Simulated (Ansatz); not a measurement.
# Cl₃H₃OSi₂: up Jacob's ladder to CCSD(T)

The task here is to estimate one member of a computed series from the others.

The runs use Ansatz 0.2.0, Gaussian basis; functionals in def2-TZVPP, the program's frozen cores in correlated methods.

Plan: PBE-D4, r2SCAN-D4, PBE0-D4, B3LYP-D4, ωB97X-V, ωB97M-V, B2PLYP; CCSD(T)/def2-TZVPP; MP2/def2-QZVPP; extrapolation to the limit.

## Structure used throughout

All runs share one geometry, relaxed beforehand with PBE0-D4 in a triple-zeta def2 set.

9 atoms, charge 0, spin multiplicity 1.

Atoms are counted from 1 here; the program's logs count them from 0.

Bond lengths: Cl1–Si2 2.044 Å, Si2–O3 1.634 Å, Si2–H7 1.474 Å, Si2–H8 1.477 Å, O3–Si4 1.615 Å, Si4–Cl5 2.037 Å, Si4–Cl6 2.034 Å, Si4–H9 1.468 Å. Angles: Cl1–Si2–O3 109.6°, Cl1–Si2–H7 108.4°, Cl1–Si2–H8 108.0°, O3–Si2–H7 107.6°, O3–Si2–H8 110.2°, H7–Si2–H8 112.9°, Si2–O3–Si4 146.6°, O3–Si4–Cl5 109.9°, O3–Si4–Cl6 109.1°, O3–Si4–H9 110.0°, Cl5–Si4–Cl6 108.9°, Cl5–Si4–H9 109.7°, Cl6–Si4–H9 109.2°.

The first run:

in.yaml

```yaml
crystal:
  periodic: [false, false, false]
  atoms:
    - {symbol: Cl, position_ang: [-0.337116, -2.748427, -0.641456]}
    - {symbol: Si, position_ang: [0.882688, -1.308842, 0.143288]}
    - {symbol: O, position_ang: [-0.010808, -0.013040, 0.580774]}
    - {symbol: Si, position_ang: [-0.824264, 1.292746, 0.088915]}
    - {symbol: Cl, position_ang: [-1.264637, 1.130678, -1.892880]}
    - {symbol: Cl, position_ang: [0.329609, 2.943663, 0.375005]}
    - {symbol: H, position_ang: [1.514875, -1.846800, 1.361865]}
    - {symbol: H, position_ang: [1.863181, -0.927270, -0.893290]}
    - {symbol: H, position_ang: [-2.065029, 1.430993, 0.860678]}
basis:
  gaussian: {orbitals: def2-TZVPP}
hamiltonian: {xc: pbe, dispersion: d4}
output: {forces: true, orbitals: {seedname: orbitals}}
```

Launch:

```sh
> ansatz run in.yaml --threads 2 --pin off --events-out ev --progress --plain --max-ram 22528MiB --backend cuda --devices 0, --max-vram 18GiB
```

Steps of the session up to this table: PBE-D4 (GGA); r2SCAN-D4 (meta-GGA); PBE0-D4 (hybrid); B3LYP-D4 (hybrid); ωB97X-V (range-separated); ωB97M-V (range-separated); B2PLYP (double hybrid); CCSD(T) in def2-TZVPP; MP2 in def2-QZVPP.

One table of the session follows, with a row left open; its other results are not shown here.

| method | atomisation energy (kcal/mol) |
| --- | --- |
| PBE-D4 | 752.5 |
| r2SCAN-D4 | 756.5 |
| PBE0-D4 | 745.1 |
| B3LYP-D4 | 742.8 |
| ωB97X-V | 758.0 |
| ωB97M-V | 757.4 |
| B2PLYP | 737.9 |
| HF/def2-TZVPP | ? |
| MP2/def2-TZVPP | 753.5 |
| CCSD/def2-TZVPP | 717.6 |
| CCSD(T)/def2-TZVPP | 729.7 |
| MP2/CBS | 780.1 |
| CCSD(T)/CBS | 756.4 |

Estimate the missing values for HF/def2-TZVPP.

The run gave: atomisation energy (kcal/mol): 565.3. In the column «atomisation energy (kcal/mol)» it is the lowest.
